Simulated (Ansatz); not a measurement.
This script makes vertical spin-state energies of CH6BBrOSi, SMILES BOC[SiH2]Br with Ansatz's Python interface.

The script, `ch6bbrosi_spin.py`:
```python
# -*- coding: utf-8 -*-
"""Vertical spin-state energies of CH6BBrOSi."""

import ansatz as az

BASIS = "6-31G*"
XC = "r2scan0"

GEOMETRY = """
B    -0.34970    1.46590    1.58320
O     0.41800    0.76050    0.60350
C    -0.45040   -0.11140   -0.12300
Si    0.69360   -1.05900   -1.33550
Br    2.17540   -2.27920   -0.24180
H    -0.55310    1.10670    2.66360
H    -0.85340    2.54700    1.26790
H    -1.14840    0.46030   -0.70030
H    -0.89810   -0.84010    0.60740
H     1.28690   -0.13080   -2.22530
H    -0.25540   -1.97690   -2.07910
"""

geometry = az.Crystal.molecule()
for line in GEOMETRY.strip().splitlines():
    symbol, *xyz = line.split()
    geometry = geometry.atom(symbol, [float(v) for v in xyz])

calc = geometry.calculation().basis(gaussian=BASIS).functional(XC).accuracy("medium")
found = {}
for unpaired in [0, 2]:
    report = calc.spin("collinear", total=unpaired).run(threads=1, pin="off").report
    s = unpaired / 2
    found[unpaired] = report["free_energy_ev"]
    print(f"2S+1 = {unpaired + 1}: E = {found[unpaired]:.5f} eV, <S^2> = {abs(report['mean_field']['state']['spin_squared']):.3f} (pure state {s * (s + 1):.2f})")
lowest = min(found, key=found.get)
for unpaired, e in found.items():
    print(f"multiplicity {unpaired + 1}: {23.060548 * (e - found[lowest]):.1f} kcal/mol above the lowest")
```

Which spin state is lowest at this geometry, and how far above lie the others?

In order: multiplicity 1 (+0.00 eV) and multiplicity 3 (+4.11 eV), all at the one geometry.

The output:

`python ch6bbrosi_spin.py` gives:
```text
2S+1 = 1: E = -81769.91894 eV, <S^2> = 0.000 (pure state 0.00)
2S+1 = 3: E = -81765.80915 eV, <S^2> = 2.009 (pure state 2.00)
multiplicity 1: 0.0 kcal/mol above the lowest
multiplicity 3: 94.8 kcal/mol above the lowest
```

What to keep in mind:
- These settings explore the input space; basis and method may be short of convergence.
- The geometry is a force-field or estimated start, not a minimum of this method, and the basis set is short of its limit. All parts are taken at fixed geometry, without zero-point energy.
- Timing: 17 s on 1 thread of Intel(R) Xeon(R) 6975P-C (Granite Rapids), with other jobs on the host, peak memory 0.5 GiB.

(A comment or docstring line of the script was reworded after the run, the code is as it ran; lines on the test bed's own set-up are left out of the output.)
